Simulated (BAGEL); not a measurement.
**HF/cc-pVDZ (density fitting with cc-pvqz-jkfit) run of BBr3 (boron tribromide)**

What is the vertical ionisation energy of BBr3 (boron tribromide) at HF/cc-pVDZ (density fitting with cc-pvqz-jkfit)? 

The results are computed with BAGEL 1.2.2.

2 further runs of the same task are left out: 1 that didn't finish, 1 set aside as unsound or not needed. Runs told in other sessions of the task aren't counted.

## Step 1: The system as given

The species is BBr3 (4 atoms), meant as a singlet with charge 0. As SMILES, `BrB(Br)Br`. The shape is that of a PBE0-D4/def2-TZVP optimisation.

Bond lengths: Br1–B2 1.896 Å, B2–Br3 1.896 Å, B2–Br4 1.896 Å. Angles: Br1–B2–Br3 120.0°, Br1–B2–Br4 120.0°, Br3–B2–Br4 120.0°.

## Step 2: The energy at HF/cc-pVDZ (density fitting with cc-pvqz-jkfit)

Input file calc.json:

```json
{ "bagel": [

{
  "title": "molecule",
  "basis": "cc-pvdz.json",
  "df_basis": "cc-pvqz-jkfit",
  "angstrom": true,
  "geometry": [
    { "atom": "Br", "xyz": [   -1.541210,   -0.941020,    0.579090 ] },
    { "atom": "B", "xyz": [    0.000010,    0.000000,    0.000000 ] },
    { "atom": "Br", "xyz": [    1.704030,   -0.448850,    0.700740 ] },
    { "atom": "Br", "xyz": [   -0.162830,    1.389870,   -1.279830 ] }
  ]
},
{ "title": "hf" },
{ "title": "print", "file": "orbitals.molden", "orbitals": true }

]}
```

The basis set cc-pVDZ is read from a file made from the Basis Set Exchange's data (not shown).

Command:

```sh
$ BAGEL_NUM_THREADS=1 BAGEL calc.json > calc.out
```

The log of the run:

```text
* using 1 threads per process

  ===============================================================
  ===============================================================

  *** Geometry ***

  { "atom" : "Br", "xyz" : [     -2.912465,     -1.778270,      1.094322 ] },
  { "atom" : "B", "xyz" : [      0.000019,      0.000000,      0.000000 ] },
  { "atom" : "Br", "xyz" : [      3.220150,     -0.848204,      1.324207 ] },
  { "atom" : "Br", "xyz" : [     -0.307704,      2.626474,     -2.418528 ] },

  Number of auxiliary basis functions:      760

  Since a DF basis is specified, we compute 2- and 3-index integrals:
    o Being stored without compression. Storage requirement is 0.055 GB

  Number of basis functions:       95
  Number of electrons      :      110

    * METHOD: MOLECULE                             0.83

  *** RHF ***

  === Nuclear Repulsion ===
   738.5731828618

      * DIIS with orbital gradients will be used.

  === RHF iteration (cc-pvdz.json) ===
      0      -7741.91072101          0.00474500           0.48
      1      -7741.94126364          0.00282299           0.47
      2      -7741.94816485          0.00078755           0.48
      3      -7741.94911563          0.00010666           0.48
      4      -7741.94913968          0.00002723           0.47
      5      -7741.94914170          0.00000850           0.47
      6      -7741.94914184          0.00000152           0.48
      7      -7741.94914185          0.00000044           0.48
      8      -7741.94914185          0.00000014           0.48
      9      -7741.94914185          0.00000002           0.48
     10      -7741.94914185          0.00000000           0.48
    * SCF iteration converged.

    * Permanent dipole moment:
           (   -0.000029,     0.000002,    -0.000006) a.u.

    * METHOD: HF                                   5.87

    * METHOD: PRINT                                0.02

  ===============================================================
```

Run time: 6.9 s. Hardware: 1 thread of Arm Neoverse V2, shared host; peak memory 0.26 GiB.

## Step 3: The doublet cation

Input file job.json:

```json
{ "bagel" : [

{
  "title" : "molecule",
  "basis" : "cc-pvdz.json",
  "df_basis" : "cc-pvqz-jkfit",
  "angstrom" : true,
  "geometry" : [
    { "atom" : "Br", "xyz" : [   -1.541210,   -0.941020,    0.579090 ] },
    { "atom" : "B", "xyz" : [    0.000010,    0.000000,    0.000000 ] },
    { "atom" : "Br", "xyz" : [    1.704030,   -0.448850,    0.700740 ] },
    { "atom" : "Br", "xyz" : [   -0.162830,    1.389870,   -1.279830 ] }
  ]
},
{ "title" : "uhf", "charge" : 1, "nopen" : 1 },
{ "title" : "print", "file" : "orbitals.molden", "orbitals" : true }

]}
```

The basis set cc-pVDZ is read from a file made from the Basis Set Exchange's data (not shown).

Command:

```sh
$ BAGEL_NUM_THREADS=1 BAGEL job.json > job.out
```

The log of the run:

```text
* using 1 threads per process

  ===============================================================
  ===============================================================

  *** Geometry ***

  { "atom" : "Br", "xyz" : [     -2.912465,     -1.778270,      1.094322 ] },
  { "atom" : "B", "xyz" : [      0.000019,      0.000000,      0.000000 ] },
  { "atom" : "Br", "xyz" : [      3.220150,     -0.848204,      1.324207 ] },
  { "atom" : "Br", "xyz" : [     -0.307704,      2.626474,     -2.418528 ] },

  Number of auxiliary basis functions:      760

  Since a DF basis is specified, we compute 2- and 3-index integrals:
    o Being stored without compression. Storage requirement is 0.055 GB

  Number of basis functions:       95
  Number of electrons      :      110

    * METHOD: MOLECULE                             0.84

  *** Open-shell HF ***

  === Nuclear Repulsion ===
   738.5731828618

      * DIIS with orbital gradients will be used.

  === UHF iteration (cc-pvdz.json) ===
      0      -7741.50608972          0.01156540           0.96
      1      -7741.54505346          0.00690964           0.93
      2      -7741.55238081          0.00479886           0.93
      3      -7741.55685782          0.00044111           0.93
      4      -7741.55708402          0.00005764           0.94
      5      -7741.55709305          0.00002396           0.94
      6      -7741.55709557          0.00000369           0.93
      7      -7741.55709567          0.00000084           0.93
      8      -7741.55709569          0.00000053           0.93
      9      -7741.55709570          0.00000048           0.93
     10      -7741.55709570          0.00000051           0.93
     11      -7741.55709570          0.00000029           0.94
     12      -7741.55709570          0.00000007           0.95
     13      -7741.55709570          0.00000002           0.94
     14      -7741.55709570          0.00000001           0.96
    * SCF iteration converged.

    * S^2 (UHF) is 0.7712

    * Permanent dipole moment:
           (   -0.000118,    -0.000008,    -0.000012) a.u.

    * METHOD: UHF                                 14.71

    * METHOD: PRINT                                0.02

  ===============================================================
```

Run time: 16 s. Hardware: 1 thread of Arm Neoverse V2, shared host; peak memory 0.26 GiB.

## Step 4: What came out

At HF/cc-pVDZ (density fitting with cc-pvqz-jkfit):

| quantity | value |
| --- | --- |
| singlet BBr3: total energy | -7741.94914 Eh |
| singlet BBr3: dipole moment | 0.00 D |
| singlet BBr3: HOMO energy | -11.18 eV |
| singlet BBr3: LUMO energy | 1.64 eV |
| singlet BBr3: HOMO–LUMO gap | 12.81 eV |
| doublet cation: total energy | -7741.55710 Eh |
| doublet cation: ⟨S²⟩ | 0.771 |
| vertical ionisation energy (to the doublet cation) | 10.668 eV |

**Reading.** Removing an electron at fixed nuclei costs 10.67 eV (1029 kJ/mol). −ε(HOMO) before ionisation, 11.18 eV, is 0.51 eV above this ionisation energy.
